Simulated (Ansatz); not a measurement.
# C2H6AlFOSi: basis-set convergence

An exercise on one series of results from a longer session: the logs are not shown, and one member is left open.

The runs use Ansatz 0.2.0, Gaussian basis; one geometry, several basis sets.

Plan: PBE0-D4/def2-SVP; ωB97M-V/def2-SVP; PBE0-D4/def2-QZVPP; ωB97M-V/def2-QZVPP; the functionals' def2-TZVPP values are taken from earlier runs.

## Structure used throughout

The geometry comes from an earlier relaxation with PBE0-D4 in a triple-zeta def2 set; it is a stationary point, not always the lowest conformer.

12 atoms, charge 0, spin multiplicity 1.

Atoms are counted from 1 here; the program's logs count them from 0.

Bond lengths: C1–C2 1.472 Å, C1–H7 1.092 Å, C1–H8 1.095 Å, C1–H9 1.094 Å, C2–O3 1.259 Å, C2–Al4 1.939 Å, O3–Al4 1.939 Å, Al4–Si5 2.456 Å, Al4–H10 1.583 Å, Si5–F6 1.619 Å, Si5–H11 1.492 Å, Si5–H12 1.493 Å. Angles: C2–C1–H7 112.3°, C2–C1–H8 108.0°, C2–C1–H9 109.0°, H7–C1–H8 110.4°, H7–C1–H9 110.9°, H8–C1–H9 105.9°, C1–C2–O3 120.7°, C1–C2–Al4 168.2°, O3–C2–Al4 71.0°, C2–O3–Al4 71.1°, C2–Al4–O3 37.9°, C2–Al4–Si5 114.7°, C2–Al4–H10 118.2°, O3–Al4–Si5 111.6°, O3–Al4–H10 113.5°, Si5–Al4–H10 126.7°, Al4–Si5–F6 108.6°, Al4–Si5–H11 114.7° and more.

The first run:

The input, in.yaml:

```yaml
crystal:
  periodic: [false, false, false]
  atoms:
    - {symbol: C, position_ang: [-1.896072, -1.526008, -0.289111]}
    - {symbol: C, position_ang: [-0.947383, -0.599934, 0.351480]}
    - {symbol: O, position_ang: [-1.300258, 0.566946, 0.664750]}
    - {symbol: Al, position_ang: [0.562066, 0.323173, 1.145259]}
    - {symbol: Si, position_ang: [2.060993, 1.415981, -0.464905]}
    - {symbol: F, position_ang: [1.466114, 1.195714, -1.954024]}
    - {symbol: H, position_ang: [-2.891022, -1.089444, -0.400805]}
    - {symbol: H, position_ang: [-1.488813, -1.804938, -1.266459]}
    - {symbol: H, position_ang: [-1.938608, -2.450723, 0.293505]}
    - {symbol: H, position_ang: [0.796494, 0.170498, 2.703454]}
    - {symbol: H, position_ang: [2.209513, 2.889152, -0.279671]}
    - {symbol: H, position_ang: [3.443976, 0.854482, -0.469473]}
basis:
  gaussian: {orbitals: def2-SVP}
hamiltonian: {xc: pbe0, dispersion: d4}
output: {orbitals: {seedname: orbitals}}
```

Among the steps run: PBE0-D4 in def2-SVP; ωB97M-V in def2-SVP; PBE0-D4 in def2-QZVPP; ωB97M-V in def2-QZVPP.

One table of the session follows, with a row left open; its other results are not shown here.

It belongs to the step «Functionals by basis». 

| functional | basis | HOMO (eV) |
| --- | --- | --- |
| PBE0-D4 | def2-SVP | -7.22 |
| PBE0-D4 | def2-TZVPP | -7.22 |
| PBE0-D4 | def2-QZVPP | -7.24 |
| ωB97M-V | def2-SVP | -9.28 |
| ωB97M-V | def2-TZVPP | -9.33 |
| ωB97M-V | def2-QZVPP | ? |

Estimate the missing values for ωB97M-V, def2-QZVPP.

**Answer.** HOMO (eV): -9.35. In the column «HOMO (eV)» it is the lowest.
